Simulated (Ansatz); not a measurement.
**TiSi2: bands on a dense mesh**

Is TiSi2 a metal, and what do its states look like over the zone? Levels and slopes are computed on a dense mesh; the geometry is as given.

Computed with Ansatz 0.2.0 (DFT LDA, scalar-relativistic, plane waves, PAW; levels and slopes on a dense k mesh at the converged density, unless a step's input says otherwise).

## 1. The structure to begin with

The structure is orthorhombic, space group Cmcm (No. 63). Conventional cell: a = 3.530 Å, b = 13.519 Å, c = 3.565 Å, α = 90.00°, β = 90.00°, γ = 90.00°. Around Ti (site symmetry m2m) lie 10 Si at 2.58 to 2.81 Å. Si (site symmetry m2m) has 2 Si at 2.38 Å and 6 Ti at 2.58 to 2.81 Å as nearest neighbours. Around Si (site symmetry m2m) lie 4 Si at 2.51 Å and 4 Ti at 2.66 to 2.67 Å.

As a file:

```
Ti Si
1.0
     1.76511   -6.75928    0.00000
     1.76511    6.75928    0.00000
     0.00000    0.00000    3.56517
Ti Si
2 4
Direct
  0.89688 0.10312 0.75000
  0.10312 0.89688 0.25000
  0.55825 0.44175 0.75000
  0.44175 0.55825 0.25000
  0.24969 0.75031 0.75000
  0.75031 0.24969 0.25000
```

The structure comes from the Materials Project (structure only) and is not relaxed.

## 2. Self-consistency and the dense mesh

input.yaml reads:

```yaml
crystal:
  lattice:
    - [1.76510502, -6.75928154, 0.0]
    - [1.76510502, 6.75928154, 0.0]
    - [0.0, 0.0, 3.56517397]
  atoms:
    - { symbol: Ti, position: [0.89688192, 0.10311808, 0.75] }
    - { symbol: Ti, position: [0.10311808, 0.89688192, 0.25] }
    - { symbol: Si, position: [0.55825145, 0.44174855, 0.75] }
    - { symbol: Si, position: [0.44174855, 0.55825145, 0.25] }
    - { symbol: Si, position: [0.24968518, 0.75031482, 0.75] }
    - { symbol: Si, position: [0.75031482, 0.24968518, 0.25] }
basis:
  ecutwfc: 420
kpoints:
  mp_grid: { grid: [12, 12, 12] }
hamiltonian:
  xc: lda
scf:
  occupations: { method: gaussian, width: 0.05 }
output:
  forces: true
  eigenvalues: true
  eigenstates:
    nscf_kmesh: { grid: [20, 20, 18] }
    top_band: c6
    de_dk: true
    localisation: true
  stress: true
checkpoint:
  write: ck
  compress: false
  write_wavefunctions: false
  write_every: 100000
```

Run with:

```console
$ ansatz run input.yaml --threads 2 --pin off --max-ram 5120MiB --backend cpu --events-out ev --progress --plain --runs-dir out
```

Before running it: what results should come out? Wanted: bands with resolved sheets at the Fermi level; density of states at the Fermi level; intraband plasma frequencies, principal values in rising order.

The runs gave:

| quantity | value |
| --- | --- |
| bands with resolved sheets at the Fermi level | 2 |
| density of states at the Fermi level | 1.6 states/eV per cell |
| intraband plasma frequencies, principal values in rising order | 2.1, 2.9 and 3.2 eV |

In words: Two bands cross the Fermi level with sheets large enough to resolve; this is a three-dimensional metal. Band 20 adds most to the density of states (0.79 states/eV), with a mean Fermi speed of 4.4 × 10⁵ m/s.
